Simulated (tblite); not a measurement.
# C7H10BBr: the cost of one run

Computed with tblite 0.8.0 and PySCF 2.14.0, with density-fitted response routines of our own, on a single molecule in the gas phase. Atoms count from 0, in the outputs and in this text.

## Step 1: Starting geometry

19 atoms, charge 0, multiplicity 1; geometry from: force field or distance geometry start.

Bonds of the start (Å): C0–C1 1.34, C1–B2 1.56, B2–C3 1.59, C1–C4 1.49, C4–C5 1.33, C4–C6 1.49, C6–C7 1.33, C7–Br8 1.91, C0–H9 1.09, C0–H10 1.07, B2–H11 1.19, C3–H12 1.13, C3–H13 1.11, C3–H14 1.11, C5–H15 1.08, C5–H16 1.08, C6–H17 1.09, C7–H18 1.09.

## Step 2: Optimising the geometry with GFN2-xTB

The job: settings as JSON, then the geometry in Å.

```
{"job": {"kind": "relax", "xc": "GFN2-xTB", "basis": "xTB"}, "charge": 0, "multiplicity": 1}
C      0.251100     1.850900     1.034300
C     -0.228400     0.690900     0.574700
B     -1.747600     0.533900     0.247400
C     -2.336700    -0.768800    -0.448800
C      0.702100    -0.457500     0.407500
C      0.555600    -1.543900     1.160900
C      1.813600    -0.400300    -0.587400
C      1.915800     0.544200    -1.518100
Br     3.367200     0.516600    -2.759600
H     -0.415300     2.705500     1.179800
H      1.289100     1.973000     1.272700
H     -2.486600     1.453100     0.410100
H     -2.248300    -1.634000     0.265100
H     -1.768800    -0.990900    -1.374900
H     -3.410100    -0.615600    -0.685200
H      1.224400    -2.389800     1.073900
H     -0.223000    -1.598000     1.911400
H      2.565900    -1.187000    -0.560000
H      1.170200     1.327200    -1.611200
```

Launch:

```console
OMP_NUM_THREADS=1 python probes_run.py task.json out
```

The driver reads the jobs from task.json and runs them one after another.

Q: Estimate the wall time and peak memory of this first job on 1 thread of Intel Xeon at 2.50GHz, shared host.

About 5.5 s, with a peak of 0.18 GiB.
